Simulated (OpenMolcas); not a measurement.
**HF/ANO-RCC-VDZ (sfX2C) run of GeF4 (tetrafluorogermane)**

Aim: the vertical singlet–triplet gap of GeF4 (tetrafluorogermane) at HF/ANO-RCC-VDZ (sfX2C), from 2 runs. 

The calculation is run with OpenMolcas 26.06.

### 1 The system as given

GeF4 has 5 atoms, charge 0, and is taken as a singlet. SMILES: `[F][Ge]([F])([F])[F]`. The shape comes from GFN2-xTB, which is rough for such elements, and wasn't checked as a minimum.

Bond lengths: F1–Ge2 1.672 Å, Ge2–F3 1.673 Å, Ge2–F4 1.674 Å, Ge2–F5 1.672 Å. Angles: F1–Ge2–F3 109.3°, F1–Ge2–F4 109.7°, F1–Ge2–F5 109.4°, F3–Ge2–F4 109.4°, F3–Ge2–F5 109.7°, F4–Ge2–F5 109.3°.

### 2 A single-point energy at HF/ANO-RCC-VDZ (sfX2C)

Contents of struct.xyz:

```xyz
5

F     -0.445650     0.094790     1.609200
Ge     0.000290     0.000080     0.000400
F      1.262460    -1.085410    -0.160740
F     -1.300340    -0.518920    -0.916670
F      0.483230     1.509470    -0.532190
```

Contents of job.inp:

```
* F4Ge Hartree-Fock
>>> EXPORT MOLCAS_PRINT=2

&GATEWAY
  Coord = struct.xyz
  Basis = ANO-RCC-VDZ
  Group = NoSym
  RX2C

&SEWARD
  Expert

&SCF
  PrOrbitals = 1 1
```

Command:

```console
export MOLCAS_MEM=1860
pymolcas job.inp > job.log
```

Standard output:

```text
--- Start Module: gateway ---
[...]
--- Stop Module: gateway /rc=_RC_ALL_IS_WELL_ ---
--- Start Module: seward ---
[...]
 ###    WARNING:  EXPERT option is ON!                                       ###
 ###############################################################################
               SEWARD will generate:
[...]
      Basis functions           58
--- Stop Module: seward /rc=_RC_ALL_IS_WELL_ ---
[...]
--- Start Module: scf ---
[...]
       Convergence after   9 Iterations
[...]
::    Total SCF energy                              -2495.3398498572
[...]
      Total spin, S                                     0.0000000000
[...]
      Total electronic charge=   68.000000
      Total            charge=   -0.000000
[...]
      Dipole Moment (debye):
      Origin of the operator (angstrom)=    0.0001    0.0000    0.0001
                   X=  5.2838E-03               Y=  1.8053E-03               Z=  6.8488E-03           Total=  8.8364E-03
      Quadrupole Moment (debye*angstrom):
[...]
--- Stop Module: scf /rc=_RC_ALL_IS_WELL_ ---
[...]
```

Run time: 6.6 s. Hardware: 1 thread of Arm Neoverse V1, shared host; peak memory 0.42 GiB.

### 3 The triplet, same level

struct.xyz is that of step 2.

Contents of job.inp:

```
&gateway
coord=struct.xyz
basis=ANO-RCC-VDZ
group=NoSym
rx2c
&seward
expert
&scf
uhf
spin=3
prorbitals=1 1
```

Command:

```console
export MOLCAS_MEM=1860
pymolcas job.inp > job.log
```

Standard output:

```text
--- Start Module: gateway ---
[...]
--- Stop Module: gateway /rc=_RC_ALL_IS_WELL_ ---
--- Start Module: seward ---
[...]
 ###    WARNING:  EXPERT option is ON!                                       ###
 ###############################################################################
               SEWARD will generate:
[...]
      Basis functions           58
--- Stop Module: seward /rc=_RC_ALL_IS_WELL_ ---
[...]
--- Start Module: scf ---
[...]
       Convergence after  43 Iterations
[...]
::    Total SCF energy                              -2495.0327248700
[...]
      Total spin, S                                     1.0043688261
[...]
      Total electronic charge=   68.000000
      Total            charge=   -0.000000
[...]
      Dipole Moment (debye):
      Origin of the operator (angstrom)=    0.0001    0.0000    0.0001
                   X=  1.2862E+00               Y=  4.1918E+00               Z= -1.4793E+00           Total=  4.6276E+00
      Quadrupole Moment (debye*angstrom):
[...]
--- Stop Module: scf /rc=_RC_ALL_IS_WELL_ ---
[...]
```

Run time: 9.9 s. Hardware: 1 thread of Arm Neoverse V1, shared host; peak memory 0.42 GiB.

### 4 Outcome

At HF/ANO-RCC-VDZ (sfX2C):

```
                                        quantity           value
                           singlet: total energy  -2495.33985 Eh
                          singlet: dipole moment          0.01 D
                            singlet: HOMO energy       -19.06 eV
                            singlet: LUMO energy         0.99 eV
                          singlet: HOMO–LUMO gap        20.05 eV
                           triplet: total energy  -2495.03272 Eh
                          triplet: dipole moment          4.63 D
     triplet: HOMO energy (highest over α and β)        -8.09 eV
      triplet: LUMO energy (lowest over α and β)        -4.71 eV
                                   triplet: ⟨S²⟩           2.013
vertical energy of the triplet above the singlet        8.357 eV
```

What this shows: At this shape the triplet lies 8.36 eV (193 kcal/mol) above the singlet. Mulliken charges (triplet) run from -0.62 on F3 to +1.64 on Ge2; they depend strongly on the basis.
